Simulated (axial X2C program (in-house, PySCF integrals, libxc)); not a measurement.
**MoS⁺: from the state search to constants**

What are the state, bond length, wavenumber and bond energy of MoS⁺, and what does spin–orbit coupling change?

Program: an in-house X2C program for linear molecules on PySCF integrals. Level of theory: all-electron X2C, Mo dyall-cv3z, S dyall-av3z. These are calculated values, not measurements.

## 1. Set-up

task.json reads:

```json
{
 "zs": [
  42,
  16
 ],
 "q": 1,
 "bas": [
  "dyall-cv3z",
  "dyall-av3z"
 ],
 "levels": [
  "PBE0",
  "HF",
  "LDA"
 ],
 "cc": true,
 "r0": 2.15,
 "thr": -1.0,
 "nmax": 90,
 "npts": 10,
 "nst": 2,
 "ntry": 6
}
```

Keys: zs atomic numbers; q charge; bas basis sets; levels methods (HF also brings MP2); cc coupled cluster on or off; r0 starting distance in Å; thr threshold in hartree for freezing inner shells (an s shell follows its p shell); nmax most natural virtual spinors; npts points asked for on the curve; nst determinants followed; ntry starts of the search.

The run is started by

```bash
$ python so2c.py task.json out
```

Spin-free means the one-electron spin-free X2C Hamiltonian; two-component (2c) means X2C with spin–orbit coupling and atomic mean-field two-electron Coulomb and Gaunt terms. Basis: Mo dyall-cv3z contracted to [11s12p9d5f3g], S dyall-av3z contracted to [9s8p3d2f]; Gaussian nuclei, density fitting. Masses: Mo 97.905 u, S 31.972 u.

Notation: σ, π±, δ± give the projection m of an orbital's angular momentum (0, ±1, ±2), α and β its spin, Λ and M_S the sums; ω is the projection of a spinor's total angular momentum and Ω the sum. Logs are in hartree.

The results follow Hamiltonian by Hamiltonian and level by level.

## 2. Search for the lowest determinant

PBE0 moves the distance from 2.150 Å to 2.064 Å and compares determinants there.

Spin-free determinants:

| ΔE (eV) | state | open shells |
| --- | --- | --- |
| 0.00 | M_S = 3/2, Λ = 0 | beyond closed shells: σα, δ+α, δ-α |
| 0.73 | M_S = 3/2, Λ = 1 | beyond closed shells: π+α, δ+α, δ-α |
| 1.29 | M_S = 1/2, Λ = 0 | beyond closed shells: σβ, δ+α, δ-α |
| 1.43 | M_S = 1/2, Λ = 1 | beyond closed shells: π+β, δ+α, δ-α |
| 1.47 | M_S = 1/2, Λ = 2 | beyond closed shells: δ+α, δ+β, δ-α |
| 1.88 | M_S = 3/2, Λ = 3 | beyond closed shells: σα, π+α, δ+α |
| 1.94 | M_S = 3/2, Λ = 1 | beyond closed shells: σα, π-α, δ+α |

Two-component determinants:

```json
{"ΔE (eV)": "0.00", "state": "Ω = 3/2", "open shells": "excess of +ω over −ω: ω = 1/2, ω = -3/2, ω = 5/2"}
{"ΔE (eV)": "0.68", "state": "Ω = 1/2", "open shells": "excess of +ω over −ω: ω = -1/2, ω = -3/2, ω = 5/2"}
{"ΔE (eV)": "0.77", "state": "Ω = 5/2", "open shells": "excess of +ω over −ω: ω = 5/2"}
{"ΔE (eV)": "1.47", "state": "Ω = 1/2", "open shells": "excess of +ω over −ω: 2 × ω = 3/2, ω = -5/2"}
{"ΔE (eV)": "1.53", "state": "Ω = 1/2", "open shells": "excess of +ω over −ω: ω = 1/2"}
{"ΔE (eV)": "1.54", "state": "Ω = 3/2", "open shells": "excess of +ω over −ω: ω = 3/2"}
{"ΔE (eV)": "1.70", "state": "Ω = 9/2", "open shells": "excess of +ω over −ω: ω = 1/2, ω = 3/2, ω = 5/2"}
```

## 3. PBE0, spin-free

State followed: M_S = 3/2, Λ = 0 (beyond closed shells: σα, δ+α, δ-α). The scan is laid around 2.064 Å, a first estimate of the minimum, and this SCF restarts from the orbitals of the search.

Output at 2.064 Å:

```text
spin-free X2C-1e  PBE0
basis functions 216  fitting functions 999  grid points 5077
iter        total energy     max residual
   1      -4447.032222479     3.80e-05
   2      -4447.032222490     2.59e-05
   3      -4447.032222499     2.43e-05
   4      -4447.032222505     7.41e-06
converged
one-electron -6464.03539831  Coulomb 1994.64295986  exact exchange -36.86735405  xc functional -113.06268473  nuclear repulsion 172.29025472
```

Along the bond, energies from the lowest point:

| R (Å) | E (eV) | μ (D) | HOMO (eV) | LUMO (eV) | iterations |
| --- | --- | --- | --- | --- | --- |
| 1.878 | 0.5656 | -2.28 | -12.23 | -9.10 | 53 |
| 1.940 | 0.2143 | -2.50 | -12.30 | -9.26 | 41 |
| 2.002 | 0.0425 | -2.68 | -12.36 | -9.39 | 35 |
| 2.064 | 0.0000 | -2.82 | -12.41 | -9.50 | 4 |
| 2.136 | 0.0597 | -2.90 | -12.45 | -9.59 | 32 |
| 2.208 | 0.1922 | -2.92 | -12.46 | -9.65 | 30 |
| 2.301 | 0.4203 | -2.85 | -12.44 | -9.67 | 32 |

Dipoles are positive if S is the positive end and refer to the centre of mass.

Outer orbitals at the reference distance:

| symmetry | occupied | ε (eV) | atomic character |
| --- | --- | --- | --- |
| σβ | yes | -25.68 | 67% S s, 13% Mo d, 10% Mo p |
| σα | yes | -24.80 | 65% S s, 15% Mo d, 10% Mo p |
| σα | yes | -15.85 | 47% S p, 43% Mo d, 6% S s |
| σβ | yes | -15.29 | 66% S p, 24% Mo d, 4% S s |
| π-α | yes | -14.90 | 56% Mo d, 36% S p, 2% Mo f |
| π+α | yes | -14.90 | 56% Mo d, 36% S p, 2% Mo f |
| π-β | yes | -14.87 | 66% S p, 23% Mo d, 5% Mo f |
| π+β | yes | -14.87 | 66% S p, 23% Mo d, 5% Mo f |
| δ+α | yes | -13.86 | 98% Mo d |
| δ-α | yes | -13.86 | 98% Mo d |
| σα | yes | -12.41 | 35% Mo s, 30% Mo d, 30% S p |
| π+α | no | -9.50 | 40% S p, 40% Mo d, 11% Mo p |
| π-α | no | -9.50 | 40% S p, 40% Mo d, 11% Mo p |
| π+β | no | -8.23 | 71% Mo d, 13% S p, 6% S d |
| π-β | no | -8.23 | 71% Mo d, 13% S p, 6% S d |

PBE0 fields in the half plane through the axis: z from -2.4 to 4.2 Å across, distance from the axis 0.15 to 2.25 Å upwards; Mo lies at z = 0 and S at z = 2.064 Å; the ELF is damped to zero where the density is low.

log10 density (e/bohr³). Ten even steps from ' ' (-4.96 ) to '@' (1.66 ):
```
    ....::::::::::::::::::::::::::::......    
    ..::::::----------------------::::::....  
  ....::------==================------::::....
  ..::::--============================--::::..
....::----==++++++++++++++++++++++++====--::::
..::::--==++++********++++++******++++==----::
..::----==++**######****************++====--::
..::--==++**##%%@@%%##******%%@@##**++++==--::
```

ELF. Ten even steps from '0' (0.00 ) to '9' (0.94 ):
```
00000012221100000000000
00000123332222211100000
00000134433344443321000
00000124433467666654200
00000125542378888886410
00000147863378878998630
00001476366377111999751
00013782537472773699852
```

Re = 2.059 Å, ωe = 517 cm⁻¹, ωexe = 3.73 cm⁻¹, Be = 0.165 cm⁻¹, De = 3.40 eV, μ = -2.81 D.

## 4. HF, spin-free

The SCF at the reference distance of 2.064 Å:

```text
spin-free X2C-1e  HF
basis functions 216  fitting functions 999  grid points 5077
iter        total energy     max residual
   1      -4444.571599925     3.91e-01
   2      -4444.603062699     2.58e-02
   3      -4444.609806352     1.21e-01
   4      -4444.616309179     4.95e-02
   5      -4444.621898159     3.03e-02
   6      -4444.622892393     2.28e-02
   7      -4444.623471157     1.63e-03
   8      -4444.623519207     2.08e-03
   9      -4444.623545746     7.52e-04
  10      -4444.623549888     2.35e-04
  11      -4444.623550886     1.93e-04
  12      -4444.623551082     6.22e-05
  13      -4444.623551122     1.24e-05
  14      -4444.623551127     8.76e-06
  15      -4444.623551127     2.11e-06
converged
one-electron -6464.23022415  Coulomb 1995.00435215  exact exchange -147.68793384  xc functional 0.00000000  nuclear repulsion 172.29025472
```

No constants are quoted: the lowest point is the long end of the scan.

## 5. LDA, spin-free

Output at 2.064 Å:

```text
spin-free X2C-1e  LDA
basis functions 216  fitting functions 999  grid points 5077
iter        total energy     max residual
   1      -4441.396258939     7.68e-01
   2      -4441.406869920     4.40e-02
   3      -4441.410963085     3.35e-01
   4      -4441.414978924     6.85e-03
   5      -4441.415086268     3.63e-02
   6      -4441.415293015     4.17e-03
   7      -4441.415296228     2.05e-03
   8      -4441.415298584     3.19e-04
   9      -4441.415298673     6.17e-05
  10      -4441.415298689     4.98e-05
  11      -4441.415298689     5.36e-06
converged
one-electron -6463.41389275  Coulomb 1993.89111805  exact exchange 0.00000000  xc functional -144.18277871  nuclear repulsion 172.29025472
```

Re = 2.032 Å, ωe = 594 cm⁻¹, ωexe = 2.13 cm⁻¹, Be = 0.1694 cm⁻¹, De = 5.41 eV, μ = -2.04 D.

## 6. Correlated methods, spin-free

Correlated methods: 11 electrons correlated (frozen shells, counted by type: Mo 4 s, 3 p, 1 d; S 2 s, 1 p), 293 virtual spinors in MP2, 89 natural virtuals in coupled cluster.

Output of the correlated part at 2.064 Å:

```text
correlated 11  virtual 293  natural virtual 89  E(MP2) -0.256813156  MP2 remainder -0.009501750
iter   CCSD correlation   residual
   1     -0.259648669   1.44e-01
   2     -0.269440836   8.53e-02
   3     -0.278210679   5.79e-02
   4     -0.282922299   3.24e-02
   5     -0.284091299   1.11e-02
   6     -0.284358047   4.60e-03
   7     -0.284445764   1.99e-03
   8     -0.284438919   8.00e-04
   9     -0.284438335   2.73e-04
  10     -0.284443797   9.15e-05
  11     -0.284442990   3.33e-05
  12     -0.284443434   1.42e-05
  13     -0.284442771   7.17e-06
  14     -0.284442472   3.08e-06
  15     -0.284442315   1.40e-06
  16     -0.284442261   5.36e-07
  17     -0.284442255   2.35e-07
(T) -0.017244095  T1 0.1022  D1 0.1764  max T2 0.092
```

T1 in the output is the amplitude norm over the root of the electron number; divide by √2 for the Lee–Taylor value.

MP2: No constants are quoted: the reference is strongly spin-contaminated.

CCSD: Re = 2.080 Å, ωe = 489 cm⁻¹, ωexe = 3.13 cm⁻¹, Be = 0.1616 cm⁻¹, De = 2.67 eV. T1 at Re = 0.073 (Lee–Taylor, the printed value over √2).

CCSD(T): Re = 2.065 Å, ωe = 512 cm⁻¹, ωexe = 2.72 cm⁻¹, Be = 0.164 cm⁻¹, De = 2.97 eV. T1 at Re = 0.072 (Lee–Taylor, the printed value over √2).

## 7. A higher determinant, spin-free

State: M_S = 3/2, Λ = 1 (beyond closed shells: π+α, δ+α, δ-α).

Output at the reference distance:

```text
spin-free X2C-1e  PBE0
basis functions 216  fitting functions 999  grid points 5077
iter        total energy     max residual
   1      -4447.005453373     7.26e-05
   2      -4447.005453478     3.93e-05
   3      -4447.005453482     8.27e-05
   4      -4447.005453512     3.07e-05
   5      -4447.005453528     1.55e-05
   6      -4447.005453529     3.96e-06
converged
one-electron -6465.43257803  Coulomb 1996.12828186  exact exchange -36.88257737  xc functional -113.10883471  nuclear repulsion 172.29025472
```

| R (Å) | E above the lowest PBE0 point (eV) |
| --- | --- |
| 1.878 | 1.548 |
| 1.940 | 1.095 |
| 2.002 | 0.837 |
| 2.064 | 0.728 |
| 2.136 | 0.735 |
| 2.208 | 0.835 |
| 2.301 | 1.040 |

Re = 2.095 Å, ωe = 511 cm⁻¹, Be = 0.1594 cm⁻¹, μ = -3.84 D. Te = 0.72 eV.

## 8. The spin-free curves together

Energy (eV) of the followed determinant, spin-free, from each level's lowest point:

| R (Å) | PBE0 | HF | MP2 (spin-contaminated) | CCSD | CCSD(T) | LDA |
| --- | --- | --- | --- | --- | --- | --- |
| 1.878 | 0.566 | 1.759 | 0.222 | 0.647 | 0.592 | 0.462 |
| 1.940 | 0.214 | 1.209 | 0.044 | 0.273 | 0.233 | 0.139 |
| 2.002 | 0.043 | 0.805 | 0.000 | 0.073 | 0.053 | 0.000 |
| 2.064 | 0.000 | 0.510 | 0.032 | 0.000 | 0.000 | 0.000 |
| 2.136 | 0.060 | 0.271 | 0.124 | 0.027 | 0.051 | 0.128 |
| 2.208 | 0.192 | 0.114 | 0.251 | 0.132 | 0.181 | 0.349 |
| 2.301 | 0.420 | 0.000 | 0.436 | 0.332 | 0.416 | 0.712 |

## 9. PBE0, 2c

State followed: Ω = 3/2 (excess of +ω over −ω: ω = 1/2, ω = -3/2, ω = 5/2). The scan is laid around 2.064 Å, a first estimate of the minimum, and this SCF restarts from the orbitals of the search.

Output at 2.064 Å:

```text
two-component X2C + atomic mean field  PBE0
basis functions 216  fitting functions 999  grid points 5077
iter        total energy     max residual
   1      -4445.367774799     3.37e-05
   2      -4445.367774801     6.50e-06
converged
one-electron -6459.60072500  Coulomb 1993.76630848  exact exchange -36.85105362  xc functional -113.01334870  nuclear repulsion 172.29025472  atomic mean-field constant -1.95921068
```

Along the bond, energies from the lowest point:

| R (Å) | E (eV) | μ (D) | HOMO (eV) | LUMO (eV) | iterations |
| --- | --- | --- | --- | --- | --- |
| 1.878 | 0.5661 | -2.28 | -12.23 | -9.15 | 47 |
| 1.940 | 0.2148 | -2.49 | -12.30 | -9.30 | 42 |
| 2.002 | 0.0428 | -2.68 | -12.36 | -9.44 | 36 |
| 2.064 | 0.0000 | -2.81 | -12.41 | -9.55 | 2 |
| 2.136 | 0.0593 | -2.90 | -12.45 | -9.64 | 33 |
| 2.208 | 0.1914 | -2.91 | -12.46 | -9.69 | 30 |
| 2.301 | 0.4189 | -2.85 | -12.44 | -9.71 | 35 |

Dipoles are positive if S is the positive end and refer to the centre of mass.

Outer spinors at the reference distance:

```csv
ω,occupied,ε (eV),atomic character,λ mixture
-1/2,yes,-25.68,"67% S s, 13% Mo d, 10% Mo p",100% σ
1/2,yes,-24.80,"65% S s, 15% Mo d, 10% Mo p",100% σ
1/2,yes,-15.85,"47% S p, 43% Mo d, 6% S s",100% σ
-1/2,yes,-15.29,"66% S p, 24% Mo d, 4% S s",100% σ
-1/2,yes,-14.93,"56% Mo d, 36% S p, 2% Mo f",100% π
1/2,yes,-14.90,"66% S p, 23% Mo d, 5% Mo f",100% π
3/2,yes,-14.86,"56% Mo d, 37% S p, 2% Mo f",100% π
-3/2,yes,-14.84,"66% S p, 23% Mo d, 5% Mo f",100% π
-3/2,yes,-13.95,98% Mo d,100% δ
5/2,yes,-13.77,98% Mo d,100% δ
1/2,yes,-12.41,"35% Mo s, 30% S p, 30% Mo d",100% σ
-1/2,no,-9.55,"40% S p, 40% Mo d, 11% Mo p",100% π
3/2,no,-9.46,"40% S p, 40% Mo d, 11% Mo p",100% π
1/2,no,-8.27,"70% Mo d, 13% S p, 6% S d","99% π, 1% σ"
-3/2,no,-8.19,"71% Mo d, 13% S p, 6% S d",100% π
```

PBE0 fields in the half plane through the axis: z from -2.4 to 4.2 Å across, distance from the axis 0.15 to 2.25 Å upwards; Mo lies at z = 0 and S at z = 2.064 Å; the ELF is damped to zero where the density is low.

log10 density (e/bohr³). Ten even steps from ' ' (-4.96 ) to '@' (1.66 ):
```
    ....::::::::::::::::::::::::::::......    
    ..::::::----------------------::::::....  
  ....::------==================------::::....
  ..::::--============================--::::..
....::----==++++++++++++++++++++++++====--::::
..::::--==++++********++++++******++++==----::
..::----==++**######****************++====--::
..::--==++**##%%@@%%##******%%@@##**++++==--::
```

ELF. Ten even steps from '0' (0.00 ) to '9' (0.94 ):
```
00000012221100000000000
00000123332222211100000
00000134433344443321000
00000124433467666654200
00000125542378888886410
00000147863378878998630
00001476366377111999751
00013782537472773699852
```

Re = 2.059 Å, ωe = 516 cm⁻¹, ωexe = 3.73 cm⁻¹, Be = 0.165 cm⁻¹, De = 3.39 eV, μ = -2.80 D.

## 10. HF, 2c

The SCF at the reference distance of 2.064 Å:

```text
two-component X2C + atomic mean field  HF
basis functions 216  fitting functions 999  grid points 5077
iter        total energy     max residual
   1      -4442.907586970     3.90e-01
   2      -4442.939065133     2.58e-02
   3      -4442.945809088     1.20e-01
   4      -4442.952307372     4.93e-02
   5      -4442.957872031     3.01e-02
   6      -4442.958863281     2.27e-02
   7      -4442.959441729     1.63e-03
   8      -4442.959490566     2.09e-03
   9      -4442.959518125     7.75e-04
  10      -4442.959522677     2.27e-04
  11      -4442.959523945     2.20e-04
  12      -4442.959524288     8.35e-05
  13      -4442.959524420     4.16e-05
  14      -4442.959524476     4.15e-05
  15      -4442.959524509     2.61e-05
  16      -4442.959524522     1.09e-05
  17      -4442.959524526     4.52e-06
  18      -4442.959524527     2.42e-06
converged
one-electron -6459.79352426  Coulomb 1994.12557834  exact exchange -147.62262264  xc functional 0.00000000  nuclear repulsion 172.29025472  atomic mean-field constant -1.95921068
```

No constants are quoted: the lowest point is the long end of the scan.

## 11. LDA, 2c

Output at 2.064 Å:

```text
two-component X2C + atomic mean field  LDA
basis functions 216  fitting functions 999  grid points 5077
iter        total energy     max residual
   1      -4439.733603392     7.68e-01
   2      -4439.744242565     4.38e-02
   3      -4439.748358281     3.33e-01
   4      -4439.752320058     6.64e-03
   5      -4439.752428720     3.62e-02
   6      -4439.752633880     4.17e-03
   7      -4439.752637137     2.08e-03
   8      -4439.752639521     3.20e-04
   9      -4439.752639611     6.21e-05
  10      -4439.752639627     4.96e-05
  11      -4439.752639628     5.37e-06
converged
one-electron -6458.97866167  Coulomb 1993.01391733  exact exchange 0.00000000  xc functional -144.11893932  nuclear repulsion 172.29025472  atomic mean-field constant -1.95921068
```

Re = 2.032 Å, ωe = 593 cm⁻¹, ωexe = 2.13 cm⁻¹, Be = 0.1693 cm⁻¹, De = 5.39 eV, μ = -2.04 D.

## 12. MP2 and beyond, 2c

Correlated methods: 11 electrons correlated (frozen shells, counted by type: Mo 4 s, 3 p, 1 d; S 2 s, 1 p), 293 virtual spinors in MP2, 90 natural virtuals in coupled cluster.

Output of the correlated part at 2.064 Å:

```text
correlated 11  virtual 293  natural virtual 90  E(MP2) -0.256769108  MP2 remainder -0.009211595
iter   CCSD correlation   residual
   1     -0.259865841   1.44e-01
   2     -0.269652453   8.53e-02
   3     -0.278405932   5.78e-02
   4     -0.283109495   3.24e-02
   5     -0.284277273   1.11e-02
   6     -0.284542606   4.59e-03
   7     -0.284628854   1.99e-03
   8     -0.284622604   8.01e-04
   9     -0.284621776   2.75e-04
  10     -0.284627374   9.35e-05
  11     -0.284626535   3.56e-05
  12     -0.284627002   1.68e-05
  13     -0.284626256   9.53e-06
  14     -0.284625895   5.09e-06
  15     -0.284625723   2.85e-06
  16     -0.284625692   1.62e-06
  17     -0.284625741   8.76e-07
  18     -0.284625769   4.09e-07
  19     -0.284625774   1.74e-07
(T) -0.017295846  T1 0.1020  D1 0.1777  max T2 0.092
```

MP2: No constants are quoted: the reference is strongly spin-contaminated.

CCSD: Re = 2.081 Å, ωe = 489 cm⁻¹, ωexe = 3.07 cm⁻¹, Be = 0.1616 cm⁻¹, De = 2.65 eV. T1 at Re = 0.073 (Lee–Taylor, the printed value over √2).

CCSD(T): Re = 2.066 Å, ωe = 511 cm⁻¹, ωexe = 2.66 cm⁻¹, Be = 0.1639 cm⁻¹, De = 2.94 eV. T1 at Re = 0.072 (Lee–Taylor, the printed value over √2).

## 13. A higher determinant, 2c

State: Ω = 1/2 (excess of +ω over −ω: ω = -1/2, ω = -3/2, ω = 5/2).

Output at the reference distance:

```text
two-component X2C + atomic mean field  PBE0
basis functions 216  fitting functions 999  grid points 5077
iter        total energy     max residual
   1      -4445.342709809     6.31e-05
   2      -4445.342709825     2.14e-05
   3      -4445.342709832     1.86e-05
converged
one-electron -6460.99710333  Coulomb 1995.24869049  exact exchange -36.86613562  xc functional -113.05920540  nuclear repulsion 172.29025472  atomic mean-field constant -1.95921068
```

| R (Å) | E above the lowest PBE0 point (eV) |
| --- | --- |
| 1.878 | 1.498 |
| 1.940 | 1.046 |
| 2.002 | 0.790 |
| 2.064 | 0.682 |
| 2.136 | 0.690 |
| 2.208 | 0.793 |
| 2.301 | 1.000 |

Re = 2.094 Å, ωe = 514 cm⁻¹, Be = 0.1595 cm⁻¹, μ = -3.82 D. Te = 0.67 eV.

## 14. The 2c curves together

Energy (eV) of the followed determinant, 2c, from each level's lowest point:

| R (Å) | PBE0 | HF | MP2 (spin-contaminated) | CCSD | CCSD(T) | LDA |
| --- | --- | --- | --- | --- | --- | --- |
| 1.878 | 0.566 | 1.761 | 0.223 | 0.646 | 0.592 | 0.462 |
| 1.940 | 0.215 | 1.211 | 0.045 | 0.274 | 0.234 | 0.139 |
| 2.002 | 0.043 | 0.807 | 0.000 | 0.073 | 0.053 | 0.000 |
| 2.064 | 0.000 | 0.512 | 0.031 | 0.000 | 0.000 | 0.000 |
| 2.136 | 0.059 | 0.272 | 0.123 | 0.026 | 0.050 | 0.127 |
| 2.208 | 0.191 | 0.115 | 0.249 | 0.131 | 0.180 | 0.347 |
| 2.301 | 0.419 | 0.000 | 0.433 | 0.333 | 0.418 | 0.710 |

The whole job took 4.5 min on 1 thread of Arm Neoverse V1, shared host; peak memory 0.74 GiB.

## 15. Results

Lowest determinant that the search found at its distance, spin-free: M_S = 3/2, Λ = 0 (beyond closed shells: σα, δ+α, δ-α).

Lowest determinant that the search found at its distance, 2c: Ω = 3/2 (excess of +ω over −ω: ω = 1/2, ω = -3/2, ω = 5/2).

```tsv
Hamiltonian	level	Re (Å)	ωe (cm⁻¹)	De (eV)	μ (D)
spin-free	PBE0	2.059	517	3.40	-2.81
spin-free	CCSD	2.080	489	2.67	n/a
spin-free	CCSD(T)	2.065	512	2.97	n/a
spin-free	LDA	2.032	594	5.41	-2.04
2c	PBE0	2.059	516	3.39	-2.80
2c	CCSD	2.081	489	2.65	n/a
2c	CCSD(T)	2.066	511	2.94	n/a
2c	LDA	2.032	593	5.39	-2.04
```

Dipoles are positive if S is the positive end and refer to the centre of mass. No constants: spin-free HF (the lowest point is the long end of the scan); spin-free MP2 (the reference is strongly spin-contaminated); 2c HF (the lowest point is the long end of the scan); 2c MP2 (the reference is strongly spin-contaminated).

Time per point (s) on 1 thread of Arm Neoverse V1, shared host (2c runs; CCSD comes with the CCSD(T) run); the times are rough: PBE0 2.6, CCSD(T) 6.9, LDA 0.94.

At CCSD(T), going from spin-free to two-component changes Re by 0 mÅ, ωe by -0.2 %; the spin-free picture holds up (part of it comes from the scalar share of the two-electron terms). De moves by -0.03 eV; both De rest on single-determinant atoms, which can miss part of an open shell's spin–orbit lowering.

De refers to Mo+ + S, each in the lowest determinant found, which need not be this curve's own limit. The state is a single determinant with fixed occupations, the lowest that a limited PBE0 search found. Dissociation energies refer to the lowest single-determinant-based atoms at the same level and basis. Density functionals use the spin component along the axis (collinear). Coupled cluster ran in a truncated set of natural virtual spinors; the MP2 energy of the rest was added. With several unpaired electrons one determinant need not be a pure state. The spin-free determinant is spin-contaminated at some levels. With the outer-core shells frozen, correlated bond lengths of heavy atoms tend to come out a few hundredths of an ångström too long. T1 at Re is 0.073 (Lee–Taylor), above the customary mark of 0.02.
